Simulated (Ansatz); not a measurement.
Write a Python script for the Ansatz DFT code, driven from Python that makes a rigid scan of one bond length of ClGeH₂O₂, SMILES [OH][Ge]([OH])[Cl]. Settings (for the species named): MP2, def2-SVP basis, multiplicity 2.

```xyz
6

O    -0.5980    1.4380   -0.4029
Ge    0.0984   -0.1431   -0.3476
O     1.3741   -0.1420    0.8630
Cl   -1.3240   -1.5950    0.1893
H    -1.3108    1.4114   -1.1620
H     1.8024   -1.0333    0.8140
```

`scan_clgeh2o2.py`:
```python
"""Potential curve of ClGeH2O2 along one bond."""

import warnings

import ansatz as az
import numpy as np

warnings.simplefilter("ignore", az.DeckWarning)

clgeh2o2 = (
    az.Crystal.molecule()
    .atom("O", (-0.598, 1.438, -0.4029))
    .atom("Ge", (0.0984, -0.1431, -0.3476))
    .atom("O", (1.3741, -0.142, 0.863))
    .atom("Cl", (-1.324, -1.595, 0.1893))
    .atom("H", (-1.3108, 1.4114, -1.162))
    .atom("H", (1.8024, -1.0333, 0.814))
)

symbols = [site.symbol for site in clgeh2o2.cartesian_sites]
start = np.array([site.position_ang for site in clgeh2o2.cartesian_sites])
axis = (start[2] - start[1]) / np.linalg.norm(start[2] - start[1])
moving = [2, 5]
lengths, energies = [1.548, 1.618, 1.688, 1.759, 1.829, 1.899, 1.97, 2.075], []
for length in lengths:
    xyz = start.copy()
    xyz[moving] += (length - np.linalg.norm(start[2] - start[1])) * axis
    point = az.Crystal.molecule()
    for symbol, place in zip(symbols, xyz):
        point = point.atom(symbol, place.tolist())
    setup = (
        point.calculation()
        .basis(gaussian="def2-SVP")
        .correlation("mp2", electrons="valence")
        .spin("collinear", total=1)
    )
    summary = setup.run(threads=1).report
    energies.append(summary["free_energy_ev"])
    print(f"r = {length:6.3f} A  E = {energies[-1]:.5f} eV  <S^2> = {abs(summary['mean_field']['state']['spin_squared']):.3f}")

# quartic fit about the minimum
fit = np.polynomial.Polynomial.fit(lengths, np.array(energies) - min(energies), 4).convert()
roots = [r.real for r in fit.deriv().roots() if abs(r.imag) < 1e-9 and fit.deriv(2)(r.real) > 0]
r_e = min(roots, key=lambda r: abs(r - lengths[int(np.argmin(energies))]))
print(f"minimum of the fit at {r_e:.4f} A, force constant {fit.deriv(2)(r_e):.2f} eV/A^2")
```

```console
$ python scan_clgeh2o2.py
r =  1.548 A  E = -73088.61320 eV  <S^2> = 0.755
r =  1.618 A  E = -73089.23542 eV  <S^2> = 0.756
r =  1.688 A  E = -73089.56179 eV  <S^2> = 0.756
r =  1.759 A  E = -73089.68018 eV  <S^2> = 0.757
r =  1.829 A  E = -73089.65063 eV  <S^2> = 0.758
r =  1.899 A  E = -73089.52062 eV  <S^2> = 0.761
r =  1.970 A  E = -73089.31743 eV  <S^2> = 0.765
r =  2.075 A  E = -73088.91650 eV  <S^2> = 0.785
minimum of the fit at 1.7756 A, force constant 26.94 eV/A^2
```

What to keep in mind:
- These settings explore the input space; basis and method may be short of convergence.
- The rest of the molecule is held rigid at a force-field or estimated start geometry, and the basis set is modest; single-reference methods fail as a bond breaks.
- The species is open-shell (spin multiplicity 2).
- S² is that of the Hartree-Fock reference.
- Run time: 67 s on 1 thread of AMD EPYC (Zen 3), on a shared host, peak memory 0.29 GiB.

(Lines on the test bed's own set-up are left out of the output.)
